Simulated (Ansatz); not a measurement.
**CH6BClSSi: one species, many methods**

One table from this session's results is given with a row withheld; the runs are named, their logs left out.

Program: Ansatz 0.2.0, Gaussian basis. Level of theory: functionals in def2-TZVPP, the program's frozen cores in correlated methods. These are calculated values, not measurements.

Levels to be run: PBE-D4, r2SCAN-D4, PBE0-D4, B3LYP-D4, ωB97X-V, ωB97M-V, B2PLYP; CCSD(T)/def2-TZVPP; MP2/def2-QZVPP; extrapolation to the limit.

### The geometry

The geometry comes from an earlier relaxation with PBE0-D4 in a triple-zeta def2 set; it is a stationary point, not always the lowest conformer.

SMILES `CS[SiH2]BCl`, 11 atoms, charge 0, spin multiplicity 1.

Atoms are counted from 1 here; the program's logs count them from 0.

Bond lengths: C1–S2 1.816 Å, C1–H6 1.090 Å, C1–H7 1.089 Å, C1–H8 1.090 Å, S2–Si3 2.127 Å, Si3–B4 2.020 Å, Si3–H9 1.494 Å, Si3–H10 1.489 Å, B4–Cl5 1.738 Å, B4–H11 1.195 Å. Angles: S2–C1–H6 106.7°, S2–C1–H7 111.2°, S2–C1–H8 111.0°, H6–C1–H7 108.9°, H6–C1–H8 108.8°, H7–C1–H8 110.2°, C1–S2–Si3 99.5°, S2–Si3–B4 115.3°, S2–Si3–H9 110.6°, S2–Si3–H10 105.9°, B4–Si3–H9 107.9°, B4–Si3–H10 108.5°, H9–Si3–H10 108.4°, Si3–B4–Cl5 121.9°, Si3–B4–H11 122.2°, Cl5–B4–H11 115.9°.

The first run:

The input, in.yaml:

```yaml
crystal:
  periodic: [false, false, false]
  atoms:
    - {symbol: C, position_ang: [-1.280010, 0.887835, -1.121373]}
    - {symbol: S, position_ang: [-0.660622, -0.798789, -1.387333]}
    - {symbol: Si, position_ang: [1.073939, -0.735272, -0.157638]}
    - {symbol: B, position_ang: [0.722982, -0.523712, 1.819902]}
    - {symbol: Cl, position_ang: [-0.889390, -0.439708, 2.462075]}
    - {symbol: H, position_ang: [-2.167646, 0.996430, -1.743877]}
    - {symbol: H, position_ang: [-1.558734, 1.045864, -0.080169]}
    - {symbol: H, position_ang: [-0.541690, 1.628150, -1.430060]}
    - {symbol: H, position_ang: [1.981885, 0.371590, -0.584686]}
    - {symbol: H, position_ang: [1.776210, -2.030263, -0.376329]}
    - {symbol: H, position_ang: [1.608576, -0.459027, 2.620088]}
basis:
  gaussian: {orbitals: def2-TZVPP}
hamiltonian: {xc: pbe, dispersion: d4}
output: {forces: true, orbitals: {seedname: orbitals}}
```

Launch:

```console
$ ansatz run in.yaml --threads 4 --pin off --events-out ev --progress --plain --max-ram 10444MiB
```

Among the steps run: PBE-D4 (GGA); r2SCAN-D4 (meta-GGA); PBE0-D4 (hybrid); B3LYP-D4 (hybrid); ωB97X-V (range-separated); ωB97M-V (range-separated); B2PLYP (double hybrid); CCSD(T) in def2-TZVPP; MP2 in def2-QZVPP.

One table of the session follows, with a row left open; its other results are not shown here.

```
            method  atomisation energy (kJ/mol)
            PBE-D4                       3732.3
         r2SCAN-D4                       3709.0
           PBE0-D4                       3698.2
          B3LYP-D4                       3677.1
           ωB97X-V                            ?
           ωB97M-V                       3702.6
            B2PLYP                       3629.3
     HF/def2-TZVPP                       2777.9
    MP2/def2-TZVPP                       3622.7
   CCSD/def2-TZVPP                       3527.9
CCSD(T)/def2-TZVPP                       3580.0
           MP2/CBS                       3719.0
       CCSD(T)/CBS                       3676.4
```

Estimate the missing values for ωB97X-V.

**Answer.** atomisation energy (kJ/mol): 3707.1. In the column «atomisation energy (kJ/mol)» it lies between ωB97M-V (3702.6) and r2SCAN-D4 (3709.0).

Limits of these values: Free atoms (1 C, 1 S, 1 Si, 1 B, 1 Cl, 6 H) were run apart at each level; the atomisation energy is their sum less the molecule, without zero-point or spin-orbit terms.
